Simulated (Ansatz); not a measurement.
**C₂H₆O₂Si: one species, many methods**

The task here is to estimate one member of a computed series from the others.

Program: Ansatz 0.2.0, Gaussian basis. Level of theory: functionals in def2-TZVPP, the program's frozen cores in correlated methods. These are calculated values, not measurements.

The runs, in order: LDA (SPW92), PBE-D4, revPBE-D4, BLYP-D4, r2SCAN-D4, B97M-V, PBE0-D4, B3LYP-D4, r2SCANh-D4, r2SCAN0-D4, HSE06-D4, BHLYP-D4, CAM-B3LYP-D4, LC-ωPBE, ωB97X-V, ωB97M-V, B2PLYP, PBE-QIDH; CCSD(T)/def2-SVP; CCSD(T)/def2-TZVPP; MP2/def2-QZVPP; extrapolation to the limit; RPA on PBE.

## Structure used throughout

An earlier PBE0-D4 in a triple-zeta def2 set relaxation fixed the geometry.

SMILES `C[SiH](O)C=O`, 11 atoms, charge 0, spin multiplicity 1.

Atoms are counted from 1 here; the program's logs count them from 0.

Bond lengths: C1–Si2 1.857 Å, C1–H6 1.092 Å, C1–H7 1.093 Å, C1–H8 1.093 Å, Si2–O3 1.639 Å, Si2–C4 1.925 Å, Si2–H9 1.489 Å, O3–H10 0.964 Å, C4–O5 1.211 Å, C4–H11 1.115 Å. Angles: Si2–C1–H6 111.2°, Si2–C1–H7 110.1°, Si2–C1–H8 110.7°, H6–C1–H7 108.2°, H6–C1–H8 108.6°, H7–C1–H8 107.8°, C1–Si2–O3 112.3°, C1–Si2–C4 111.6°, C1–Si2–H9 110.0°, O3–Si2–C4 103.2°, O3–Si2–H9 111.6°, C4–Si2–H9 107.9°, Si2–O3–H10 112.3°, Si2–C4–O5 118.0°, Si2–C4–H11 123.2°, O5–C4–H11 118.8°.

The first run:

Input file in.yaml:

```yaml
crystal:
  periodic: [false, false, false]
  atoms:
    - {symbol: C, position_ang: [-0.779111, 1.235793, 0.656967]}
    - {symbol: Si, position_ang: [0.265437, -0.286893, 0.455358]}
    - {symbol: O, position_ang: [1.858147, 0.067673, 0.295751]}
    - {symbol: C, position_ang: [-0.143705, -1.216162, -1.180104]}
    - {symbol: O, position_ang: [0.753669, -1.390785, -1.974661]}
    - {symbol: H, position_ang: [-0.667485, 1.907792, -0.196533]}
    - {symbol: H, position_ang: [-0.483624, 1.778248, 1.558384]}
    - {symbol: H, position_ang: [-1.835097, 0.970575, 0.757068]}
    - {symbol: H, position_ang: [0.023592, -1.223386, 1.587911]}
    - {symbol: H, position_ang: [2.235209, -0.300345, -0.511982]}
    - {symbol: H, position_ang: [-1.161532, -1.599610, -1.427460]}
basis:
  gaussian: {orbitals: def2-TZVPP}
hamiltonian: {xc: lda}
output: {orbitals: {seedname: orbitals}}
```

The run is started by

```sh
ansatz run in.yaml --threads 4 --pin off --events-out ev --progress --plain --max-ram 10444MiB
```

Among the steps run: LDA; PBE-D4 (GGA); revPBE-D4 (GGA); BLYP-D4 (GGA); r2SCAN-D4 (meta-GGA); B97M-V (meta-GGA); B3LYP-D4 (hybrid); r2SCANh-D4 (hybrid); r2SCAN0-D4 (hybrid); HSE06-D4 (hybrid); BHLYP-D4 (hybrid); CAM-B3LYP-D4 (range-separated); LC-ωPBE (range-separated); ωB97X-V (range-separated); ωB97M-V (range-separated); B2PLYP (double hybrid); PBE-QIDH (double hybrid).

One table of the session follows, with a row left open; its other results are not shown here.

It belongs to the step «Frontier levels by functional». 

```
  functional  HOMO (eV)  LUMO (eV)  gap (eV)
 LDA (SPW92)      -5.81      -3.09      2.72
      PBE-D4      -5.67      -2.82      2.86
   revPBE-D4      -5.61      -2.71      2.90
     BLYP-D4      -5.61      -2.68      2.92
   r2SCAN-D4          ?          ?         ?
      B97M-V      -6.08      -2.55      3.53
     PBE0-D4      -7.15      -1.66      5.49
    B3LYP-D4      -6.95      -1.93      5.02
  r2SCANh-D4      -6.49      -2.19      4.30
  r2SCAN0-D4      -7.34      -1.55      5.78
    HSE06-D4      -6.74      -2.05      4.69
    BHLYP-D4      -8.62      -0.44      8.18
CAM-B3LYP-D4      -8.60      -0.44      8.15
     LC-ωPBE      -9.86       0.83     10.69
     ωB97X-V      -9.56       0.73     10.28
     ωB97M-V      -9.46       0.62     10.08
```

**Question.** Estimate the row for r2SCAN-D4.

Worked estimate for «HOMO (eV)». Against the share of exact exchange, r2SCANh-D4 (0.1, -6.49), r2SCAN0-D4 (0.25, -7.34) give a slope of -5.67 per unit share; at 0 the line stands at -5.92.

As computed: HOMO (eV): -5.93; LUMO (eV): -2.62; gap (eV): 3.32. In «HOMO (eV)» the line misses by +0.01.
